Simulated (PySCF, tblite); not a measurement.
# C4H11BClN3: geometry, infrared bands and NMR shifts

Wanted: the infrared bands and NMR shifts of C4H11BClN3 (`CC(C)[NH2+][B@@-](N)(Cl)C#N`), by calculation.

Programs: tblite 0.8.0 and PySCF 2.14.0, with density-fitted response routines of our own. Each step states its level of theory. These are calculated values for one molecule in the gas phase, unless marked as measured. Atoms are numbered from 0 throughout.

### 1 The molecule as given

20 atoms, charge 0, multiplicity 1; geometry from: force field or distance geometry start.

Bonds of the start (Å): C0–C1 1.53, C1–C2 1.53, C1–N3 1.49, N3–B4 1.57, B4–N5 1.53, B4–Cl6 1.87, B4–C7 1.56, C7–N8 1.15, C0–H9 1.11, C0–H10 1.11, C0–H11 1.12, C1–H12 1.13, C2–H13 1.11, C2–H14 1.12, C2–H15 1.11, N3–H16 1.05, N3–H17 1.03, N5–H18 1.05, N5–H19 1.04.

### 2 Optimising the geometry with GFN2-xTB

The job: settings as JSON, then the geometry in Å.

```
{"job": {"kind": "relax", "xc": "GFN2-xTB", "basis": "xTB"}, "charge": 0, "multiplicity": 1}
C     -1.418400     0.936600     0.317500
C     -0.819100    -0.435000     0.004100
C     -1.798500    -1.267200    -0.817400
N      0.479700    -0.327900    -0.712400
B      1.666800     0.290300     0.103000
N      1.651400    -0.174200     1.561400
Cl     3.276700    -0.221600    -0.696300
C      1.614300     1.847500     0.043800
N      1.568800     2.995100    -0.001600
H     -0.842900     1.462100     1.103400
H     -1.466400     1.562800    -0.600900
H     -2.462900     0.823800     0.715800
H     -0.683700    -0.982900     0.984600
H     -1.395200    -2.279700    -1.013900
H     -2.772500    -1.371200    -0.274200
H     -2.005700    -0.766600    -1.783500
H      0.779300    -1.299000    -0.969300
H      0.343900     0.192300    -1.595100
H      2.491600     0.235000     2.049700
H      1.787500    -1.209600     1.578300
```

Started as:

```console
$ OMP_NUM_THREADS=1 python probes_run.py task.json out
```

One launch serves the whole session: the jobs run in the order shown.

**Question.** This job is followed by: GFN2-xTB harmonic vibrations, gas phase; GIAO PBE0/pcSseg-1 NMR shielding, non-relativistic, gas phase. Predict these results of the whole session: strongest single infrared mode (GFN2-xTB); zero-point energy (GFN2-xTB); ¹³C shifts against TMS (PBE0/pcSseg-1); ¹H shifts against TMS (PBE0/pcSseg-1, means over atoms taken as alike); ¹⁵N shifts against NH3 (PBE0/pcSseg-1); ¹¹B shifts against BF3·OEt2 (PBE0/pcSseg-1); ³⁵Cl shifts against HCl (PBE0/pcSseg-1); surface potential, 1st and 99th percentile.

As calculated:

```
                                                              quantity                                   value
                             strongest single infrared mode (GFN2-xTB)                    652 cm⁻¹, 319 km/mol
                                          zero-point energy (GFN2-xTB)                          101.2 kcal/mol
                                ¹³C shifts against TMS (PBE0/pcSseg-1)             132.5, 46.0, 26.7, 22.2 ppm
¹H shifts against TMS (PBE0/pcSseg-1, means over atoms taken as alike)  4.25, 2.98, 2.62, 1.54, 1.20, 0.75 ppm
                                ¹⁵N shifts against NH3 (PBE0/pcSseg-1)                  339.0, 110.3, 43.7 ppm
                           ¹¹B shifts against BF3·OEt2 (PBE0/pcSseg-1)                                -9.6 ppm
                               ³⁵Cl shifts against HCl (PBE0/pcSseg-1)                                 115 ppm
                                 surface potential, 1st and 99th percentile                      -2.00 V and 2.46 V
```

**Reading.** The optimisation took 145 steps and gained 0.473 eV; among the close pairs (by a distance rule), N3–B4 changed most, from 1.567 to 1.660 Å. No mode is imaginary among the 54: a minimum at this level. The strongest single mode, at 652 cm⁻¹, moves mainly B4, N5 and H18. GFN2-xTB is a fitted tight-binding method: band positions and strengths are rough. Its intensities can rank the bands wrongly. The most deshielded hydrogen is H12 (hydrogen on an sp3 CH bonded to N), at 4.25 ppm: its carbon carries N, hence the downfield position. At PBE0/pcSseg-1: Shielding is most anisotropic at N8 (span 519 ppm, paramagnetic term -410 ppm).
